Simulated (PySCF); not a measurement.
# H8OSi3: the cost of one run

Computed with PySCF 2.14.0, with density-fitted response routines of our own, on a single molecule in the gas phase. Atoms are numbered from 0 throughout.

### 1 Starting geometry

12 atoms, charge 0, multiplicity 1; geometry from: GFN2-xTB. The atoms were then displaced at random by about 0.01 Å, so the start is not that level's minimum.

Bonds of the start (Å): Si0–O1 1.63, O1–Si2 1.64, Si2–Si3 2.26, Si0–H4 1.48, Si0–H5 1.42, Si0–H6 1.48, Si2–H7 1.47, Si2–H8 1.49, Si3–H9 1.50, Si3–H10 1.45, Si3–H11 1.48.

### 2 Relaxing the molecule at PBE0-D3(BJ)/def2-SVP

What the job is given:

```
{"job": {"xc": "PBE0", "basis": "def2-SVP", "d3": "d3bj", "grid": 1, "shake": 0.01, "kind": "geom"}, "charge": 0, "multiplicity": 1}
Si     2.406840     0.374040     0.118610
O      0.856100    -0.136000     0.104850
Si    -0.520340    -1.021680     0.106250
Si    -2.198480     0.458190    -0.236340
H      2.663450     0.825470    -1.263490
H      3.259760    -0.689940     0.524050
H      2.414740     1.501570     1.071600
H     -0.299040    -2.036850    -0.929090
H     -0.499060    -1.711990     1.427240
H     -3.518900    -0.258530    -0.217030
H     -2.181870     1.160620    -1.509860
H     -2.343510     1.506820     0.794210
```

Run with:

```sh
OMP_NUM_THREADS=1 python probes_run.py task.json out
```

The driver reads the jobs from task.json and runs them one after another.

**Question.** How long does this first job take on 1 thread of Arm Neoverse V1, shared host, and how much memory does it need?

About 55 s, with a peak of 0.45 GiB.
